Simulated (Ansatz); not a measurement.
**CH3PSSe: basis-set convergence**

One table from this session's results is given with a row withheld; the runs are named, their logs left out.

The runs use Ansatz 0.2.0, Gaussian basis; one geometry, several basis sets.

Plan: PBE0-D4/def2-SVP; ωB97M-V/def2-SVP; PBE0-D4/def2-QZVPP; ωB97M-V/def2-QZVPP; the functionals' def2-TZVPP values are taken from earlier runs.

## Structure used throughout

All runs share one geometry, relaxed beforehand with PBE0-D4 in a triple-zeta def2 set.

SMILES `PSC=[Se]`, 7 atoms, charge 0, spin multiplicity 1.

Atoms are counted from 1 here; the program's logs count them from 0.

Bond lengths: P1–S2 2.128 Å, P1–H5 1.419 Å, P1–H6 1.419 Å, S2–C3 1.715 Å, C3–Se4 1.760 Å, C3–H7 1.090 Å. Angles: S2–P1–H5 96.4°, S2–P1–H6 96.4°, H5–P1–H6 93.4°, P1–S2–C3 100.5°, S2–C3–Se4 123.5°, S2–C3–H7 114.7°, Se4–C3–H7 121.8°.

Set-up of the first run:

The input, in.yaml:

```yaml
crystal:
  periodic: [false, false, false]
  atoms:
    - {symbol: P, position_ang: [-0.306322, 1.497718, -0.148981]}
    - {symbol: S, position_ang: [-0.697152, -0.522578, 0.392010]}
    - {symbol: C, position_ang: [0.767068, -1.268351, -0.100566]}
    - {symbol: Se, position_ang: [1.089099, -2.988699, 0.080606]}
    - {symbol: H, position_ang: [-1.546200, 1.729619, -0.798702]}
    - {symbol: H, position_ang: [-0.742770, 2.074427, 1.071719]}
    - {symbol: H, position_ang: [1.497574, -0.590135, -0.541786]}
basis:
  gaussian: {orbitals: def2-SVP}
hamiltonian: {xc: pbe0, dispersion: d4}
output: {orbitals: {seedname: orbitals}}
```

On the command line:

```
> ansatz run in.yaml --threads 2 --pin off --events-out ev --progress --plain --max-ram 4352MiB
```

Among the steps run: PBE0-D4 in def2-SVP; ωB97M-V in def2-SVP; PBE0-D4 in def2-QZVPP; ωB97M-V in def2-QZVPP.

One of the session's tables, all rows but one given; the rest of the session is left out.

It belongs to the step «Functionals by basis». 

```
functional       basis  HOMO (eV)  LUMO (eV)
   PBE0-D4    def2-SVP      -6.19      -2.28
   PBE0-D4  def2-TZVPP      -6.33      -2.45
   PBE0-D4  def2-QZVPP          ?          ?
   ωB97M-V    def2-SVP      -8.30      -0.18
   ωB97M-V  def2-TZVPP      -8.46      -0.42
   ωB97M-V  def2-QZVPP      -8.49      -0.48
```

Estimate the missing values for PBE0-D4, def2-QZVPP.

The run gave: HOMO (eV): -6.36; LUMO (eV): -2.48. In the column «HOMO (eV)» it lies between ωB97M-V, def2-SVP (-8.30) and PBE0-D4, def2-TZVPP (-6.33).
